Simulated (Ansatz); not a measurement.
C3H8OSi, SMILES CC1OC[SiH2]1, a single point from an input written key by key

Program: Ansatz 0.2.0 through its Python package.

Notebook, run cell by cell (the value of a cell's last expression is shown):

In [1]:
```python
import ansatz as az
```

In [2]:
```python
deck = {
    "crystal": {
        "periodic": [False, False, False],
        "atoms": [
            {"symbol": "C", "position_ang": [-1.4527, 0.7063, 0.1874]},
            {"symbol": "C", "position_ang": [-0.4621, -0.2489, 0.6343]},
            {"symbol": "O", "position_ang": [-0.3555, -1.3383, -0.3126]},
            {"symbol": "C", "position_ang": [0.9234, -0.8969, -1.0229]},
            {"symbol": "Si", "position_ang": [1.344, 0.1901, 0.3748]},
            {"symbol": "H", "position_ang": [-1.5116, 1.6505, 0.8222]},
            {"symbol": "H", "position_ang": [-1.3125, 1.0898, -0.8507]},
            {"symbol": "H", "position_ang": [-2.4612, 0.3199, 0.2136]},
            {"symbol": "H", "position_ang": [-0.6632, -0.6052, 1.6843]},
            {"symbol": "H", "position_ang": [0.5871, -0.4103, -1.9337]},
            {"symbol": "H", "position_ang": [1.5154, -1.7405, -1.2037]},
            {"symbol": "H", "position_ang": [2.3006, -0.3969, 1.3974]},
            {"symbol": "H", "position_ang": [1.5686, 1.6456, 0.0244]},
        ],
    },
    "basis": {"gaussian": {"orbitals": "cc-pVDZ"}},
    "correlation": {"method": "mp2"},
}
session = az.Session.from_dict(deck)
r = session.plan(threads=1).execute().report
```

In [3]:
```python
for key in ("converged", "free_energy_ev", "reference_energy_ev", "n_frozen", "n_occupied", "n_virtual"):
    print(f"{key:22s} {r[key]}")
symbols = ["C", "C", "O", "C", "Si", "H", "H", "H", "H", "H", "H", "H", "H"]
parts = r["correlation"]
for name in ("random_phase", "coupled_cluster", "perturbative"):
    if name in parts:
        print(f"{name:16s} {parts[name]['energy']['hartree']:12.7f} Ha")
if "second_order" in parts:
    pair = parts["second_order"]
    print(f"MP2 same spin {pair['same_spin']['hartree']:.7f} Ha, opposite spin {pair['opposite_spin']['hartree']:.7f} Ha")
```
```text
converged              True
free_energy_ev         -13134.857714706866
reference_energy_ev    -13115.564827162674
n_frozen               9
n_occupied             [15, 15]
n_virtual              [90, 90]
MP2 same spin -0.1665806 Ha, opposite spin -0.5424199 Ha
```

Total energies depend on the basis set; only differences at equal settings carry meaning. The geometry is a force-field or estimated start, not a minimum of this method, and the basis set is short of its limit. Hardware and time: 2.3 s on 1 thread of Arm Neoverse V1 (shared host), peak memory 0.24 GiB.
